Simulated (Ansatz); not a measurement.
# CH3NSn: the cost of one run

All numbers below are computed with Ansatz 0.2.0 (RKS B3LYP-D4/def2-SVP).

## 1. The starting structure

Bond lengths: C1–N2 1.440 Å, C1–Sn3 2.032 Å, N2–Sn3 1.948 Å, C1–H4 1.052 Å, Sn3–H5 1.752 Å, Sn3–H6 1.764 Å. Angles: C1–N2–Sn3 72.0°, N2–C1–Sn3 65.7°, N2–C1–H4 150.6°, Sn3–C1–H4 143.7°, C1–Sn3–N2 42.4°, C1–Sn3–H5 117.9°, C1–Sn3–H6 117.8°, N2–Sn3–H5 108.5°, N2–Sn3–H6 108.4°, H5–Sn3–H6 124.0°.

Coordinates:

```xyz
6

C     0.1517   -1.2525    0.1056
N    -1.1543   -0.6784   -0.0917
Sn    0.1430    0.7738   -0.0503
H     0.7754   -2.0916    0.2232
H     0.2440    1.4737   -1.6537
H    -0.1177    1.7111    1.4207
```

## 2. Relaxing end A

input.yaml reads:

```yaml
crystal:
  periodic: [false, false, false]
  atoms:
    - { symbol: C, position_ang: [0.1517, -1.2525, 0.1056] }
    - { symbol: "N", position_ang: [-1.1543, -0.6784, -0.0917] }
    - { symbol: Sn, position_ang: [0.143, 0.7738, -0.0503] }
    - { symbol: H, position_ang: [0.7754, -2.0916, 0.2232] }
    - { symbol: H, position_ang: [0.244, 1.4737, -1.6537] }
    - { symbol: H, position_ang: [-0.1177, 1.7111, 1.4207] }
basis:
  gaussian: { orbitals: def2-SVP }
hamiltonian:
  xc: b3lyp
  dispersion: d4
relax:
  f_tol: 0.02
  max_steps: 50
```

The run is started by

```sh
$ ansatz run input.yaml --threads 1 --pin off --max-ram 2048MiB --backend cpu --events-out ev --progress --plain --runs-dir out
```

What time and memory should one allow on 1 thread of Arm Neoverse V1, shared host?

About 73 s, with a peak of 0.14 GiB.
